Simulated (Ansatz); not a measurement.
# C2H3OSb: the cost of one run

All numbers below are computed with Ansatz 0.2.0 (RKS PBE-D4/def2-SVP).

## (1) The starting structure

Bond lengths: C1–C2 1.232 Å, C2–O3 1.388 Å, O3–Sb4 1.960 Å, C1–H5 1.040 Å, Sb4–H6 1.752 Å, Sb4–H7 1.731 Å. Angles: C1–C2–O3 177.9°, C2–C1–H5 173.6°, C2–O3–Sb4 119.3°, O3–Sb4–H6 94.8°, O3–Sb4–H7 94.2°, H6–Sb4–H7 95.0°.

As a file:

```xyz
7

C     1.9003    0.0203    0.3535
C     0.7843   -0.4916    0.4608
O    -0.4501   -1.1145    0.5835
Sb   -2.0226   -0.3005   -0.2558
H     2.7877    0.5447    0.2185
H    -1.7070    1.3064    0.3658
H    -1.2313   -0.0330   -1.7719
```

## (2) Relaxing end A

The input, input.yaml:

```yaml
crystal:
  periodic: [false, false, false]
  atoms:
    - { symbol: C, position_ang: [1.9003, 0.0203, 0.3535] }
    - { symbol: C, position_ang: [0.7843, -0.4916, 0.4608] }
    - { symbol: O, position_ang: [-0.4501, -1.1145, 0.5835] }
    - { symbol: Sb, position_ang: [-2.0226, -0.3005, -0.2558] }
    - { symbol: H, position_ang: [2.7877, 0.5447, 0.2185] }
    - { symbol: H, position_ang: [-1.707, 1.3064, 0.3658] }
    - { symbol: H, position_ang: [-1.2313, -0.033, -1.7719] }
basis:
  gaussian: { orbitals: def2-SVP }
hamiltonian:
  xc: pbe
  dispersion: d4
relax:
  f_tol: 0.015
  max_steps: 40
```

Run with:

```sh
$ ansatz run input.yaml --threads 1 --pin off --max-ram 2048MiB --backend cpu --events-out ev --progress --plain --runs-dir out
```

Q: Estimate wall time and peak memory on 1 thread of Arm Neoverse V1, shared host.

About 18 s, with a peak of 0.12 GiB.
